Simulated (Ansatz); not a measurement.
**Zn₃O₃: energies up the ladder**

The task here is to estimate one member of a computed series from the others.

Method: the levels named in each step, in Ansatz 0.2.0.

## The structure to begin with

Bond lengths: O1–Zn2 1.752 Å, Zn2–O3 1.752 Å, O3–Zn4 1.752 Å, Zn4–O5 1.752 Å, O1–Zn6 1.752 Å, O5–Zn6 1.752 Å. Angles: O1–Zn2–O3 138.1°, Zn2–O1–Zn6 101.9°, Zn2–O3–Zn4 101.9°, O3–Zn4–O5 138.1°, Zn4–O5–Zn6 101.9°, O1–Zn6–O5 138.1°.

As a file:

```xyz
6

O    -1.6261   -0.9441    0.1837
Zn   -0.0317   -1.5573   -0.2057
O     1.5878   -0.9286   -0.4311
Zn    1.3522    0.7853   -0.1531
O     0.0381    1.8726    0.2469
Zn   -1.3205    0.7720    0.3589
```

The first run:

File input.yaml:

```yaml
crystal:
  periodic: [false, false, false]
  atoms:
    - { symbol: O, position_ang: [-1.62609, -0.9441, 0.18367] }
    - { symbol: Zn, position_ang: [-0.03169, -1.55733, -0.20571] }
    - { symbol: O, position_ang: [1.58779, -0.92862, -0.43107] }
    - { symbol: Zn, position_ang: [1.35223, 0.78527, -0.15306] }
    - { symbol: O, position_ang: [0.03813, 1.87265, 0.24693] }
    - { symbol: Zn, position_ang: [-1.32051, 0.77204, 0.35893] }
basis:
  gaussian: { orbitals: def2-SVPD }
hamiltonian:
  xc: pbe
  dispersion: d4
relax:
  f_tol: 0.03
  max_steps: 200
```

Launch:

```bash
> ansatz run input.yaml --threads 8 --pin off --max-ram 22528MiB --backend cpu --events-out ev --progress --plain --runs-dir out
```

Among the steps run: A rough first relaxation, PBE-D4/def2-SVPD; Relaxation, PBE0-D4/def2-TZVPPD; Frequencies, PBE0-D4/def2-TZVPPD; Single point, PBE-D4/def2-TZVPPD; Single point, r2SCAN-D4/def2-TZVPPD; Single point, B3LYP-D4/def2-TZVPPD; Single point, wB97M-V/def2-TZVPPD; Single point, B2PLYP/def2-TZVPPD; Single point, LDA/def2-TZVPPD; Single point, PBE0-D4/def2-SVPD; Single point, PBE-D4/def2-SVPD; The anion of multiplicity 2 at the same geometry, PBE0-D4/def2-TZVPPD; The anion of multiplicity 2 at the same geometry, PBE-D4/def2-TZVPPD; The anion of multiplicity 2 at the same geometry, r2SCAN-D4/def2-TZVPPD; The anion of multiplicity 2 at the same geometry, B3LYP-D4/def2-TZVPPD; The anion of multiplicity 2 at the same geometry, wB97M-V/def2-TZVPPD; The anion of multiplicity 2 at the same geometry, B2PLYP/def2-TZVPPD.

One of the session's tables, all rows but one given; the rest of the session is left out.

It belongs to the step «Vertical electron affinity». 

```
                level  vertical electron affinity (eV)
   PBE-D4/def2-TZVPPD                            1.503
r2SCAN-D4/def2-TZVPPD                            1.424
 B3LYP-D4/def2-TZVPPD                            1.405
  wB97M-V/def2-TZVPPD                            0.838
   B2PLYP/def2-TZVPPD                                ?
```

Estimate the missing values for B2PLYP/def2-TZVPPD.

**Answer.** vertical electron affinity (eV): 1.192. In the column «vertical electron affinity (eV)» it lies between wB97M-V/def2-TZVPPD (0.838) and B3LYP-D4/def2-TZVPPD (1.405).
